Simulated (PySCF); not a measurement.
# BBr₃: a look at the electrons

For BBr₃, the scripts below pull one bond apart with RHF, UHF and CASSCF, analyse its density (charges, bond critical points, surface potential), see where an electron leaves and enters and localise its valence orbitals.

The runs use PySCF 2.14.0; levels as typed in each script, gas phase, geometry from GFN2-xTB.

1 further run of the same task is left out (it didn't finish).

## (1) Where the work starts

SMILES `BrB(Br)Br`, 4 atoms, charge 0, spin multiplicity 1.

Bond lengths: Br1–B2 1.878 Å, B2–Br3 1.878 Å, B2–Br4 1.878 Å. Angles: Br1–B2–Br3 120.0°, Br1–B2–Br4 120.0°, Br3–B2–Br4 120.0°.

As a file:

```
atom    x (Å)    y (Å)   z (Å)
 Br1   1.8565  -0.2859  0.0000
  B2   0.0000   0.0000  0.0000
 Br3  -1.1758  -1.4648  0.0000
 Br4  -0.6807   1.7507  0.0000
```

## (2) Stretching a bond (def2-svp)

Contents of input.py:

```python
import numpy as np
from pyscf import gto, scf, mcscf

mol = gto.M(atom='''
Br     1.85648    -0.28586     0.00000
B      0.00004     0.00000     0.00000
Br    -1.17580    -1.46483     0.00000
Br    -0.68068     1.75069     0.00000
''', basis='def2-svp', charge=0, spin=0, verbose=4)
# stretch the bond between atoms 1 and 2, from long to short, fragments rigid
a, b, move = 0, 1, [1, 2, 3]
xyz = mol.atom_coords(unit='Angstrom')
u = xyz[b] - xyz[a]
r0 = np.linalg.norm(u)
rows, last, dm_u = [], None, None
for r in [5.71, 4.49, 3.67, 3.16, 2.75, 2.45, 2.24, 2.04, 1.88]:
    new = xyz.copy()
    new[move] += u / r0 * (r - r0)
    m = mol.set_geom_(new, unit='Angstrom', inplace=False)
    rhf = scf.RHF(m).density_fit(auxbasis='def2-universal-jkfit').run()
    uhf = scf.UHF(m).density_fit(auxbasis='def2-universal-jkfit').newton()
    if dm_u is None:
        c = rhf.mo_coeff
        h = m.nelectron // 2 - 1
        ca, cb = c.copy(), c.copy()
        ca[:, h], cb[:, h] = (c[:, h] + c[:, h + 1]) / 2**.5, (c[:, h] - c[:, h + 1]) / 2**.5
        dm_u = np.array([x[:, :h + 1] @ x[:, :h + 1].T for x in (ca, cb)])
    uhf.kernel(dm0=dm_u)
    for _ in range(3):
        c, _, stable, _ = uhf.stability(return_status=True)
        if stable:
            break
        uhf.kernel(c, uhf.mo_occ)
    dm_u = uhf.make_rdm1()
    mc = mcscf.CASSCF(rhf, 2, 2)
    mc.natorb = True
    mc.fix_spin_(ss=0)
    guess = mcscf.addons.make_natural_orbitals(uhf)[1] if last is None else mcscf.project_init_guess(mc, last.mo_coeff, last.mol)
    mc.kernel(guess)
    last = mc
    act = slice(mc.ncore, mc.ncore + mc.ncas)
    print('r %.3f  RHF %.6f  UHF %.6f  <S^2> %.3f  CASSCF %.6f  occupations' % (r, rhf.e_tot, uhf.e_tot, uhf.spin_square()[0], mc.e_tot), mc.mo_occ[act].round(4))
    rows.append((new, rhf.e_tot, uhf.e_tot, uhf.spin_square()[0], mc.e_tot, mc.mo_occ[act], mc.mo_coeff[:, act], dm_u[0] - dm_u[1], rhf.converged and uhf.converged and mc.converged))
    np.savez('result.npz', **{k: [row[i] for row in rows] for i, k in enumerate('xyz rhf uhf s2 cas occ c spin ok'.split())})
```

Started as:

```console
$ OMP_NUM_THREADS=1 python input.py
```

## (4) Density, bond paths and surface potential (M06-2X/cc-pvdz)

Contents of input.py:

```python
import numpy as np
from pyscf import gto, scf, dft
from pyscf.scf import atom_ks, atom_hf
from scipy.linalg import block_diag

def solve(mol, dm0=None, hcore=None):
    mf = (dft.UKS if mol.spin else dft.RKS)(mol, xc='m062x')
    mf.grids.level = 3
    mf = mf.density_fit(auxbasis='def2-universal-jkfit')
    mf.conv_tol, mf.max_cycle = 1e-8, 80
    if hcore is not None:
        mf.get_hcore = lambda *args: hcore
    mf.kernel(dm0)
    if not mf.converged:
        mf = mf.newton().run(mf.mo_coeff, mf.mo_occ, max_cycle=30)
    assert mf.converged, 'SCF not converged'
    return mf

mol = gto.M(atom='''
Br     1.85648    -0.28586     0.00000
B      0.00004     0.00000     0.00000
Br    -1.17580    -1.46483     0.00000
Br    -0.68068     1.75069     0.00000
''', basis='cc-pvdz', charge=0, spin=0, verbose=4)
mf = solve(mol)
mf.analyze()
# spherically averaged free atoms, for the promolecule
atm = atom_ks.get_atm_nrks(mol, xc='m062x')
pro = block_diag(*[(atm[a[0]][2] * atm[a[0]][3]) @ atm[a[0]][2].T for a in mol._atom])
np.savez('result.npz', e=mf.e_tot, c=mf.mo_coeff, occ=mf.mo_occ, eps=mf.mo_energy, pro=pro, dip=mf.dip_moment(verbose=0), s2=mf.spin_square()[0])
```

## (6) Removing and adding an electron (PBE0/6-311g**)

Contents of input.py:

```python
import numpy as np
from pyscf import gto, scf, dft
from pyscf.scf import atom_ks, atom_hf
from scipy.linalg import block_diag

def solve(mol, dm0=None, hcore=None):
    mf = (dft.UKS if mol.spin else dft.RKS)(mol, xc='pbe0')
    mf.grids.level = 3
    mf = mf.density_fit(auxbasis='def2-universal-jkfit')
    mf.conv_tol, mf.max_cycle = 1e-8, 80
    if hcore is not None:
        mf.get_hcore = lambda *args: hcore
    mf.kernel(dm0)
    if not mf.converged:
        mf = mf.newton().run(mf.mo_coeff, mf.mo_occ, max_cycle=30)
    assert mf.converged, 'SCF not converged'
    return mf

mol = gto.M(atom='''
Br     1.85648    -0.28586     0.00000
B      0.00004     0.00000     0.00000
Br    -1.17580    -1.46483     0.00000
Br    -0.68068     1.75069     0.00000
''', basis='6-311g**', charge=0, spin=0, verbose=4)
mf = solve(mol)
out = dict(e0=mf.e_tot, dm0=mf.make_rdm1(), c=mf.mo_coeff, occ=mf.mo_occ, eps=mf.mo_energy)
for name, dq, spin in [('cation', 1, 1), ('anion', -1, 1)]:
    ion = mol.copy().set(charge=mol.charge + dq, spin=spin).build()
    mi = solve(ion)
    if spin and dq > 0 and mol.nao < 130:
        c, _, stable, _ = mi.stability(return_status=True)
        if not stable:
            mi = solve(ion, mi.make_rdm1(c, mi.mo_occ))
    print(name, 'vertical energy change / eV', (mi.e_tot - mf.e_tot) * 27.211386)
    out.update({'e_' + name: mi.e_tot, 'dm_' + name: mi.make_rdm1(), 's2_' + name: mi.spin_square()[0], 'eps_' + name: mi.mo_energy, 'occ_' + name: mi.mo_occ})
# spherically averaged free atoms, for the promolecule
atm = atom_ks.get_atm_nrks(mol, xc='pbe0')
pro = block_diag(*[(atm[a[0]][2] * atm[a[0]][3]) @ atm[a[0]][2].T for a in mol._atom])
np.savez('result.npz', pro=pro, **out)
```

## (8) Localised orbitals (PBE/6-311g**)

Contents of input.py:

```python
import numpy as np
from pyscf import gto, scf, dft, lo
from pyscf.data.elements import chemcore

def solve(mol, dm0=None, hcore=None):
    mf = (dft.UKS if mol.spin else dft.RKS)(mol, xc='pbe')
    mf.grids.level = 3
    mf = mf.density_fit(auxbasis='def2-universal-jkfit')
    mf.conv_tol, mf.max_cycle = 1e-8, 80
    if hcore is not None:
        mf.get_hcore = lambda *args: hcore
    mf.kernel(dm0)
    if not mf.converged:
        mf = mf.newton().run(mf.mo_coeff, mf.mo_occ, max_cycle=30)
    assert mf.converged, 'SCF not converged'
    return mf

mol = gto.M(atom='''
Br     1.85648    -0.28586     0.00000
B      0.00004     0.00000     0.00000
Br    -1.17580    -1.46483     0.00000
Br    -0.68068     1.75069     0.00000
''', basis='6-311g**', charge=0, spin=0, verbose=4)
mf = solve(mol)
occ_all = mf.mo_coeff[:, mf.mo_occ > 0]
occ = occ_all[:, chemcore(mol):]
bo = lo.Boys(mol, occ)
loc = bo.kernel()
for _ in range(5):
    new, stable = bo.stability(return_status=True)
    if stable:
        break
    loc = bo.kernel(new)
fock, s = mf.get_fock(), mf.get_ovlp()
ortho = lo.orth_ao(mol, 'meta_lowdin')
labels = mol.ao_labels(fmt=None)
vir = loc[:, :0]
both = np.hstack([loc, vir])
p = (ortho.T @ s @ both) ** 2
pop = np.array([p[[l[0] == a for l in labels]].sum(0) for a in range(mol.natm)])
spd = np.array([[p[[l[0] == a and l[2][-1] == k for l in labels]].sum(0) for k in 'spd'] for a in range(mol.natm)])
eps = np.einsum('pi,pq,qi->i', both, fock, both)
for i in np.argsort(eps):
    top = np.argsort(-pop[:, i])[:3]
    print('%3d %s %9.4f Eh ' % (i + 1, 'occ' if i < loc.shape[1] else 'vir', eps[i]), '  '.join('%s%d %.3f' % (mol.atom_symbol(a), a + 1, pop[a, i]) for a in top))
np.savez('result.npz', c=both, nocc=loc.shape[1], pop=pop, spd=spd, eps=eps, e=mf.e_tot)
```

(Steps that only read results are left out.)

Before running it: what results should come out? Wanted: dipole moment; HOMO, LUMO; vertical ionisation energy; vertical electron affinity.

The runs gave:

| quantity | value |
| --- | --- |
| cost of the stretch to 5.7 Å, CASSCF and RHF (def2-svp) | 3.6 and 7.0 eV |
| dipole moment (M06-2X/cc-pvdz) | 0.00 D |
| HOMO, LUMO (M06-2X/cc-pvdz) | -9.39, -1.13 eV |
| vertical ionisation energy (PBE0/6-311g**) | 10.33 eV |
| vertical electron affinity (PBE0/6-311g**) | 0.30 eV |
| localised occupied orbitals above −45 eV (PBE/6-311g**) | 12 |

In words: RHF rises too steeply at long distance, since it keeps both electrons in one orbital and so mixes in ionic fragments. At M06-2X/cc-pvdz: The highest Hirshfeld charge is on B2 (+0.10 e), the lowest on Br1, Br3 and Br4 (−0.03 e). The ionisation energy from two SCF runs, 10.33 eV, lies 2.0 eV above −ε(HOMO) = 8.28 eV of the same level, PBE0/6-311g**, since self-interaction lifts this functional's HOMO. All values hold at the given geometry, in the gas phase.
